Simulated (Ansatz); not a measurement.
**Ti: response to strain**

Aim: deform Ti (equal xy, yz and zx engineering shear strains of -3 %) and compute stress, forces and field gradients with LAPW, PAW and all-electron datasets made for the crystal.

Program: Ansatz 0.2.0. Level of theory: DFT PBEsol, scalar-relativistic. These are calculated values, not measurements.

## Step 1: The starting structure

The structure is cubic, space group Im-3m (No. 229). Conventional cell: a = 3.282 Å, b = 3.282 Å, c = 3.282 Å, α = 90.00°, β = 90.00°, γ = 90.00°. Ti (site symmetry m-3m) has 8 Ti at 2.84 Å as nearest neighbours.

As a file:

```cif
data_structure
_symmetry_space_group_name_H-M 'P 1'
_symmetry_Int_Tables_number 1
_cell_length_a 2.8423
_cell_length_b 2.8423
_cell_length_c 2.8423
_cell_angle_alpha 109.471
_cell_angle_beta 109.471
_cell_angle_gamma 109.471
_cell_volume 17.68
loop_
_atom_site_label
_atom_site_type_symbol
_atom_site_fract_x
_atom_site_fract_y
_atom_site_fract_z
_atom_site_occupancy
Ti1 Ti 0.00000 0.00000 0.00000 1
```

## Step 2: The deformed structure

Space group Im-3m before, R-3m after.

## Step 3: LAPW, all electrons

File input.yaml:

```yaml
crystal:
  lattice:
    - [-1.69023, 1.641, 1.641]
    - [1.641, -1.69023, 1.641]
    - [1.641, 1.641, -1.69023]
  atoms:
    - { symbol: Ti, position: [0.0, 0.0, 0.0] }
kpoints:
  mp_grid: { grid: [14, 14, 14] }
  band_path:
    path:
      - [0.0, 0.0, 0.0]
      - [0.0, 0.0, 0.5]
      - [-0.5, 0.5, 0.5]
      - [-0.7572253634, 0.2427746366, 0.2427746366]
      - [0.2427746366, 0.2427746366, 0.2427746366]
      - [0.0, 0.0, 0.0]
      - [-0.5, 0.0, 0.5]
    npoints: 5
scf:
  occupations: { method: fermi_dirac, width: 0.05 }
hamiltonian:
  xc: pbesol
  pseudopotentials: { kind: all_electron, lapw: { basis_error: 0.00025 } }
output:
  forces: true
  stress: true
  eigenvalues: true
```

Launch:

```
$ ansatz run input.yaml --threads 1 --pin off --max-ram 3072MiB --backend cpu --events-out ev --progress --plain --runs-dir out
```

## Step 4: PAW with frozen cores

File input.yaml:

```yaml
crystal:
  lattice:
    - [-1.69023, 1.641, 1.641]
    - [1.641, -1.69023, 1.641]
    - [1.641, 1.641, -1.69023]
  atoms:
    - { symbol: Ti, position: [0.0, 0.0, 0.0] }
kpoints:
  mp_grid: { grid: [14, 14, 14] }
scf:
  occupations: { method: fermi_dirac, width: 0.05 }
hamiltonian:
  xc: pbesol
  pseudopotentials: { kind: paw }
output:
  forces: true
  stress: true
  eigenvalues: true
  efg: { contact_densities: true }
```

## Step 5: Datasets made for this crystal

input.yaml, as its differences from that of step 4:

```diff
@@ -13,3 +13,3 @@
   xc: pbesol
-  pseudopotentials: { kind: paw }
+  pseudopotentials: { kind: all_electron, datasets: crystal }
 output:
```

(Steps that only read results are left out.)

Before running it: what results should come out? Wanted: pressure; largest shear or deviatoric stress.

**Answer**, as computed:

| quantity | value |
| --- | --- |
| pressure | LAPW -6.68, PAW -6.67, crystal datasets -6.68 GPa |
| largest shear or deviatoric stress (LAPW) | 0.86 GPa |

**Reading.** The largest part of the stress beyond the pressure is 0.86 GPa in size. No run of the undeformed cell stands beside it, so the pressure holds what the given cell had before the change. PAW: stress within 0.01 GPa of LAPW. Crystal datasets: stress within 0.01 GPa of LAPW.
